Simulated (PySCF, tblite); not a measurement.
# C4H4F3N3: geometry, infrared bands and NMR shifts

Aim: predict the infrared bands and NMR shifts of C4H4F3N3 (`Cn1cc(C(F)(F)F)nn1`).

The runs use tblite 0.8.0 and PySCF 2.14.0, with density-fitted response routines of our own; the level of theory stands in each step. All values are computed, except where a source is named. Atoms are numbered from 0 throughout.

### Step 1. The starting structure

14 atoms, charge 0, multiplicity 1; geometry from: force field or distance geometry start.

Bonds of the start (Å): C0–N1 1.44, N1–C2 1.37, C2–C3 1.40, C3–C4 1.50, C4–F5 1.39, C4–F6 1.39, C4–F7 1.36, C3–N8 1.34, N8–N9 1.35, N9–N1 1.32, C0–H10 1.12, C0–H11 1.13, C0–H12 1.11, C2–H13 1.09.

### Step 2. Optimising the geometry with GFN2-xTB

The job: settings as JSON, then the geometry in Å.

```
{"job": {"kind": "relax", "xc": "GFN2-xTB", "basis": "xTB"}, "charge": 0, "multiplicity": 1}
C     -2.477800    -0.078200     0.080300
N     -1.114800    -0.147300    -0.390800
C     -0.058100     0.103000     0.440600
C      1.091300    -0.053400    -0.341300
C      2.489800     0.122000     0.173900
F      3.425300    -0.382400    -0.719400
F      2.789800     1.463300     0.350400
F      2.558800    -0.463700     1.404500
N      0.685700    -0.413000    -1.566600
N     -0.660600    -0.465000    -1.588300
H     -3.185700    -0.088800    -0.787500
H     -2.688800     0.886200     0.631100
H     -2.751500    -0.873400     0.799900
H     -0.104200     0.390400     1.490900
```

Run with:

```console
> OMP_NUM_THREADS=1 python probes_run.py task.json out
```

One launch serves the whole session: the jobs run in the order shown.

**Question.** This job is followed by: GFN2-xTB harmonic vibrations, gas phase; GIAO PBE0/pcSseg-1 NMR shielding, non-relativistic, gas phase. Predict these results of the whole session: strongest single infrared mode (GFN2-xTB); zero-point energy (GFN2-xTB); ¹³C shifts against TMS (PBE0/pcSseg-1); ¹H shifts against TMS (PBE0/pcSseg-1, means over atoms taken as alike); ¹⁵N shifts against NH3 (PBE0/pcSseg-1); ¹⁹F shifts against CFCl3 (PBE0/pcSseg-1, means over atoms taken as alike); surface potential, 1st and 99th percentile.

**Answer**, as computed:

| quantity | value |
| --- | --- |
| strongest single infrared mode (GFN2-xTB) | 1023 cm⁻¹, 321 km/mol |
| zero-point energy (GFN2-xTB) | 55.2 kcal/mol |
| ¹³C shifts against TMS (PBE0/pcSseg-1) | 147.2, 131.4, 131.1, 36.4 ppm |
| ¹H shifts against TMS (PBE0/pcSseg-1, means over atoms taken as alike) | 7.90, 4.29 ppm |
| ¹⁵N shifts against NH3 (PBE0/pcSseg-1) | 402.4, 382.6, 262.1 ppm |
| ¹⁹F shifts against CFCl3 (PBE0/pcSseg-1, means over atoms taken as alike) | -73.7 ppm |
| surface potential, 1st and 99th percentile | -1.73 V and 1.91 V |

What this shows: Over 34 steps the energy fell by 0.497 eV; of the close pairs, N8–N9 changed most, 1.347 to 1.272 Å. The lowest mode is slightly imaginary (11i cm⁻¹), a soft motion within the noise of the Hessian, so the minimum is not strictly shown. The strongest single mode, at 1023 cm⁻¹, moves mainly C4. Unscaled tight-binding wavenumbers are off by several per cent, some by more. Its intensities can rank the bands wrongly. At PBE0/pcSseg-1: The largest span, 551 ppm, is at N8, where the paramagnetic term is -441 ppm. NICS(1)zz of -33 ppm above the planar ring from N1 marks a diatropic (aromatic) ring current. By nearest atom (PBE0/pcSseg-1), the HOMO sits on N8 47 %; N9 29 % and the LUMO on C2 25 %; N1, N9 about 20 % each.
